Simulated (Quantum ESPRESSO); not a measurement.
The system is Al3Cl.

```xyz
4
Lattice="4.0041 0.0000 0.0000 0.0000 4.0041 0.0000 0.0000 0.0000 4.0041" Properties=species:S:1:pos:R:3 pbc="T T T"
Al    0.0000    2.0020    2.0020
Al    2.0020    0.0000    2.0020
Al    2.0020    2.0020    0.0000
Cl    0.0000    0.0000    0.0000
```

The cell was built by a generator and needn't be a form met in nature.

- Program: Quantum ESPRESSO 7.5
- Task: phonons
- Functional: PBE
- Potentials or basis: PseudoDojo 0.4.1 SR PBE standard
- Cutoff: 789 eV
- Density cutoff: 3157 eV
- k mesh: 8 × 8 × 8
- Occupations: fermi-dirac, width 0.05 eV
- Spin: no spin polarisation
- Mixing beta: 0.5
- Most SCF iterations: 120
- SCF threshold: 8e-10 Ry

Problem. Where do the zone-centre optical modes lie?

Solution. T1u at 93i cm⁻¹ (IR); T2u at 181 cm⁻¹ (silent); T1u at 290 cm⁻¹ (IR). Imaginary frequencies mark an instability of this cell.

Optical modes at Γ, degenerate ones joined:
```
cm⁻¹  components  symmetry  active in
 93i           3       T1u         IR
 181           3       T2u     silent
 290           3       T1u         IR
```

Caveat: some modes are imaginary; the cell is more than 3 GPa from zero pressure, which shifts response properties.
